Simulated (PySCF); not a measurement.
**Sn⁺: dipole response in aug-cc-pVQZ-DK3**

Aim: the static polarisability and the C₆ coefficient of Sn⁺, method by method.

The numbers are computed with PySCF 2.14.0 (unrestricted determinants in a Gaussian basis, no spin-orbit coupling in the energies), except any that are marked as measured or tabulated.

## 1. What is computed

| Property | Result |
| --- | --- |
| Element | tin (Z = 50) |
| Basis | aug-cc-pVQZ-DK3 (9s8p6d3f2g, 102 functions) |
| Hamiltonian | the spin-free X2C one-electron Hamiltonian (Gaussian nucleus) |
| State 1 | Sn⁺: [Kr] 4d10 5s2 5p1, 2P determinant |
| Methods | BHandHLYP |

Outer shells as boxes (Hund's rule):

Sn+ [Kr] 4d10 5s2 5p1
```
[Kr] core
4d [↑↓][↑↓][↑↓][↑↓][↑↓]
5s [↑↓]
5p [↑ ][  ][  ]
```

One driver process ran all states and methods and kept the integrals in memory. Each run is shown as a PySCF script that sums up its settings (the driver passes frozen orbitals as a list and adds second-order terms of double hybrids); the logs are those of the runs themselves. The driver starts from symmetry-adapted Hartree-Fock orbitals, holds the occupation by maximum overlap and uses a logarithmic radial grid for functionals, so a plain start would take other cycles.

The integrals over 102 functions and the set-up took 7.9 s of CPU time.

## 2. Sn⁺: BHandHLYP

Level: BHandHLYP.

Input file input.py:

```python
from pyscf import gto, scf, dft, mp, cc
import basis_set_exchange as bse
mol = gto.M(atom="Sn 0 0 0", charge=1, spin=1, symmetry="D2h",
            basis=gto.basis.parse(bse.get_basis("aug-cc-pVQZ-DK3", elements=["Sn"], fmt="nwchem")),
            nucmod="G")
mf = dft.UKS(mol, xc="BHANDHLYP").sfx2c1e()
mf.irrep_nelec = {'Ag': (9, 9), 'B1g': (2, 2), 'B2g': (2, 2), 'B3g': (2, 2), 'B1u': (3, 3), 'B2u': (4, 3), 'B3u': (3, 3)}
mf.kernel()
```

Standard output:

```text
damping factor = 0
level_shift factor = 0
DIIS = <class 'pyscf.scf.diis.CDIIS'>
diis_start_cycle = 1
diis_space = 10
diis_damp = 0
SCF conv_tol = 1e-09
SCF conv_tol_grad = None
number electrons alpha = 25  beta = 24
XC functionals = BHANDHLYP
    A. D. Becke.,  J. Chem. Phys. 98, 1372 (1993)
    Defined through Gaussian implementation.
cycle= 1 E= -6175.9869992189  delta_E= -0.00449  |g|= 0.0145  |ddm|= 1.88
cycle= 2 E= -6175.98709728254  delta_E= -9.81e-05  |g|= 0.00453  |ddm|= 0.303
cycle= 3 E= -6175.98710389958  delta_E= -6.62e-06  |g|= 0.00205  |ddm|= 0.0626
cycle= 4 E= -6175.98710514113  delta_E= -1.24e-06  |g|= 0.000218  |ddm|= 0.0286
cycle= 5 E= -6175.98710516737  delta_E= -2.62e-08  |g|= 1.53e-05  |ddm|= 0.00437
cycle= 6 E= -6175.9871051677  delta_E= -3.34e-10  |g|= 9.05e-07  |ddm|= 0.000408
converged SCF energy = -6175.9871051677  <S^2> = 0.75329989  2S+1 = 2.0032972
```

It used 39 s of CPU time after the integrals (shared host).

Orbital energies by shell (radii are means over both spins):

| shell | electrons | mean orbital energy (eV) | spread (eV) | rms radius (bohr) |
| --- | --- | --- | --- | --- |
| 1s α | 1 | -29160.1 | 0 | 0.0333 |
| 1s β | 1 | -29160.1 | 0 | 0.0333 |
| 2s α | 1 | -4456.9 | 0 | 0.136 |
| 2s β | 1 | -4456.9 | 0 | 0.136 |
| 2p α | 3 | -4001.4 | 0.014 | 0.121 |
| 2p β | 3 | -4001.4 | 0.068 | 0.121 |
| 3s α | 1 | -887.09 | 0 | 0.362 |
| 3s β | 1 | -887.06 | 0 | 0.362 |
| 3p α | 3 | -735.95 | 0.090 | 0.363 |
| 3p β | 3 | -735.91 | 0.188 | 0.363 |
| 3d α | 5 | -502.32 | 0.126 | 0.342 |
| 3d β | 5 | -502.30 | 0.165 | 0.342 |
| 4s α | 1 | -155.42 | 0 | 0.872 |
| 4s β | 1 | -155.34 | 0 | 0.872 |
| 4p α | 3 | -108.40 | 0.231 | 0.949 |
| 4p β | 3 | -108.31 | 0.468 | 0.949 |
| 4d α | 5 | -39.121 | 0.377 | 1.19 |
| 4d β | 5 | -39.028 | 0.542 | 1.19 |
| 5s α | 1 | -20.294 | 0 | 2.49 |
| 5s β | 1 | -19.187 | 0 | 2.49 |
| 5p α | 1 | -12.424 | 0 | 3.10 |

⟨S²⟩ = 0.753, ⟨L²⟩ = 2.01.

The driver then solved the coupled dipole response at imaginary frequencies: mean α = 27.14 bohr³ (xx, yy, zz: 25.48, 30.47, 25.48), C₆ = 207.1 au for a like pair.

Radial density 4πr²ρ of Sn⁺ at BHandHLYP, without picture-change correction:

| r (bohr) | density | spin density |
| --- | --- | --- |
| 0.000474 | 0.725 | 0.000 |
| 0.000796 | 1.68 | 0.000 |
| 0.00134 | 3.80 | 0.000 |
| 0.00225 | 8.32 | 0.000 |
| 0.00379 | 17.2 | 0.000 |
| 0.00638 | 32.4 | 0.000 |
| 0.0107 | 52.1 | 0.000 |
| 0.0180 | 64.7 | 0.001 |
| 0.0303 | 58.7 | 0.005 |
| 0.0510 | 59.9 | 0.012 |
| 0.0858 | 82.3 | 0.008 |
| 0.144 | 61.2 | -0.004 |
| 0.243 | 66.8 | 0.024 |
| 0.408 | 37.0 | 0.000 |
| 0.687 | 22.5 | 0.058 |
| 1.16 | 14.0 | -0.006 |
| 1.94 | 3.02 | 0.357 |
| 3.27 | 0.734 | 0.314 |
| 5.50 | 0.0401 | 0.030 |
| 9.25 | 0.000148 | 0.000 |

## 3. Polarisabilities and C₆

Sn⁺, in atomic units:

| method | mean α | C₆ (like pair) | S(−4) |
| --- | --- | --- | --- |
| BHandHLYP | 27.14 | 207.1 | 246.3 |

α(iu) at BHandHLYP:

| u (hartree) | α(iu) (bohr³) |
| --- | --- |
| 0 | 27.14 |
| 0.0500 | 26.55 |
| 0.100 | 24.92 |
| 0.200 | 20.23 |
| 0.300 | 15.69 |
| 0.500 | 9.694 |
| 0.750 | 6.062 |
| 1.00 | 4.267 |
| 1.50 | 2.574 |
| 2.00 | 1.774 |
| 3.00 | 1.005 |
| 5.00 | 0.4448 |

## 4. Outcome

| quantity | value |
| --- | --- |
| α of Sn⁺ | 27.14 (BHandHLYP) bohr³ |

In words: A single London oscillator with the computed α and C₆ of Sn⁺ at BHandHLYP would have ω = 4 C₆ / (3 α²) = 0.375 hartree. The basis is finite, and no extrapolation was made.
